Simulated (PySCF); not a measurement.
**C8H20O4W (SMILES CC[O][W]([O]CC)([O]CC)[O]CC): a first try and a second**

Aim: the energy of C8H20O4W at UHF/SBKJC (density fitting with def2-universal-jkfit, core potential).

Program for the calculation: PySCF 2.14.0.

1 further run of the same task is left out (for a known fault of the program).

### Step 1. The structure to begin with

The species is C8H20O4W (33 atoms), meant as a triplet with charge 0. As SMILES, `CC[O][W]([O]CC)([O]CC)[O]CC`. Geometry: a GFN2-xTB relaxation, a rough one for these elements and not checked as a minimum. This is one conformer, not always the lowest.

Some bond lengths: W1–O2 1.788 Å, O2–C3 1.384 Å, C3–C4 1.531 Å, W1–O10 2.042 Å, O10–C11 1.384 Å, C11–C12 1.542 Å, W1–O18 1.779 Å, O18–C19 1.380 Å, C19–C20 1.532 Å, W1–O26 2.000 Å, O26–C27 1.386 Å, C27–C28 1.533 Å, C3–H5 1.105 Å, C3–H6 1.104 Å, C4–H7 1.087 Å, C4–H8 1.094 Å. Some angles: W1–O2–C3 150.5°, O2–W1–O10 89.3°, O2–W1–O18 178.0°, O2–W1–O26 89.0°, O10–W1–O18 90.4°, O10–W1–O26 174.5°, O18–W1–O26 91.5°, O2–C3–C4 108.3°, W1–O10–C11 118.4°, O10–C11–C12 113.0°.

### Step 2. Try one

File start.xyz:

```xyz
33
C8H20O4W
W     -0.009780    -0.118030    -0.143890
O     -1.019440     1.357310    -0.119220
C     -1.252740     2.650280     0.314930
C     -0.683910     2.791800     1.729200
H     -2.335940     2.867570     0.304440
H     -0.748170     3.359100    -0.364600
H     -0.756460     3.816530     2.085140
H      0.364000     2.480540     1.698160
H     -1.231090     2.132270     2.404560
O      1.643530     1.037730     0.170060
C      2.542840     1.197860    -0.870060
C      1.920470     0.920820    -2.253920
H      3.410750     0.523470    -0.729180
H      2.927580     2.235180    -0.857940
H      2.631970     1.146670    -3.048570
H      1.034890     1.559200    -2.381630
H      1.628360    -0.142240    -2.330240
O      0.995210    -1.585760    -0.105940
C      1.958930    -2.476330     0.321190
C      2.355760    -2.098990     1.751660
H      2.838260    -2.418540    -0.344390
H      1.562340    -3.506570     0.286710
H      3.159730    -2.730650     2.121020
H      1.482680    -2.201720     2.399320
H      2.673320    -1.053940     1.756430
O     -1.633390    -1.180110    -0.630300
C     -2.897340    -1.057420    -0.074090
C     -3.933090    -1.876600    -0.853530
H     -3.208020     0.008880    -0.075190
H     -2.885980    -1.407900     0.978070
H     -4.917920    -1.770110    -0.405310
H     -3.647930    -2.925440    -0.848110
H     -3.969440    -1.534850    -1.884780
```

File run.py:

```python
# CC[O][W]([O]CC)([O]CC)[O]CC
from pyscf import gto

system = gto.Mole()
system.atom = 'start.xyz'
system.verbose = 3
system.max_memory = 9920
system.spin = 3
system.ecp = {'W': 'sbkjc', 'O': 'sbkjc', 'C': 'sbkjc'}
system.charge = 0
system.basis = 'sbkjc'
system.symmetry = True
system.build()

mf = system.UHF()
mf = mf.density_fit(auxbasis='def2-universal-jkfit')
mf.max_cycle = 100
mf.kernel()
if not mf.converged:
    mf = mf.newton().run(mf.mo_coeff, mf.mo_occ)

e_final = mf.e_tot
print(f'total energy: {e_final:.8f} hartree')
```

Launch:

```
$ OMP_NUM_THREADS=8 python run.py
```

Log:

```text
RuntimeError: Electron number 90 and spin 3 are not consistent
Note mol.spin = 2S = Nalpha - Nbeta, not 2S+1
```

Wall time 0.5 s (8 threads of Intel Xeon Platinum 8375C at 2.90GHz (Ice Lake), shared host); peak memory 0.12 GiB.

### Step 3. Reading the log

The program refused the input.

The log says `RuntimeError: Electron number 90 and spin 3 are not consistent`. The fault: the electron count doesn't fit the spin or reference typed: an even count needs an odd multiplicity, an odd count an even one. To mend it: multiplicity 3 in place of 4.

### Step 4. Try two

File input.xyz:

```xyz
33

W     -0.009780    -0.118030    -0.143890
O     -1.019440     1.357310    -0.119220
C     -1.252740     2.650280     0.314930
C     -0.683910     2.791800     1.729200
H     -2.335940     2.867570     0.304440
H     -0.748170     3.359100    -0.364600
H     -0.756460     3.816530     2.085140
H      0.364000     2.480540     1.698160
H     -1.231090     2.132270     2.404560
O      1.643530     1.037730     0.170060
C      2.542840     1.197860    -0.870060
C      1.920470     0.920820    -2.253920
H      3.410750     0.523470    -0.729180
H      2.927580     2.235180    -0.857940
H      2.631970     1.146670    -3.048570
H      1.034890     1.559200    -2.381630
H      1.628360    -0.142240    -2.330240
O      0.995210    -1.585760    -0.105940
C      1.958930    -2.476330     0.321190
C      2.355760    -2.098990     1.751660
H      2.838260    -2.418540    -0.344390
H      1.562340    -3.506570     0.286710
H      3.159730    -2.730650     2.121020
H      1.482680    -2.201720     2.399320
H      2.673320    -1.053940     1.756430
O     -1.633390    -1.180110    -0.630300
C     -2.897340    -1.057420    -0.074090
C     -3.933090    -1.876600    -0.853530
H     -3.208020     0.008880    -0.075190
H     -2.885980    -1.407900     0.978070
H     -4.917920    -1.770110    -0.405310
H     -3.647930    -2.925440    -0.848110
H     -3.969440    -1.534850    -1.884780
```

File run.py:

```python
from pyscf import gto, scf

molecule = gto.M(
    atom='input.xyz',
    charge=0,
    spin=2,
    ecp={'W': 'sbkjc', 'O': 'sbkjc', 'C': 'sbkjc'},
    symmetry=True,
    basis='sbkjc',
    verbose=4,
    max_memory=9920,
)

mf = scf.UHF(molecule)
mf = mf.density_fit(auxbasis='def2-universal-jkfit')
mf.max_cycle = 100
mf.kernel()
if not mf.converged:
    mf = mf.newton().run(mf.mo_coeff, mf.mo_occ)

e_final = mf.e_tot
print('Final energy', e_final)
```

Launch:

```
$ OMP_NUM_THREADS=8 python run.py
```

Log:

```text
PySCF version 2.14.0

[... 75 lines left out ...]
WARN: HOMO 0.117300822090967 >= LUMO 0.110163618522961
[... 5 lines left out ...]
WARN: HOMO -0.599780498322918 >= LUMO -0.61134295041176
[... 5 lines left out ...]
WARN: HOMO -0.123192705210131 >= LUMO -0.138667665448472
[... 78 lines left out ...]
converged SCF energy = -185.189531627833  <S^2> = 2.0234303  2S+1 = 3.0155797
Final energy -185.18953162783328
```

It took 5.7 s on 8 threads of Intel Xeon Platinum 8375C at 2.90GHz (Ice Lake), shared host; peak memory 0.5 GiB.

### Step 5. Results

Level: UHF/SBKJC (density fitting with def2-universal-jkfit, core potential).

```
                          quantity          value
                      total energy  -185.18953 Eh
                     dipole moment         1.84 D
HOMO energy (highest over α and β)       -9.60 eV
 LUMO energy (lowest over α and β)        1.40 eV
                              ⟨S²⟩          2.023
```
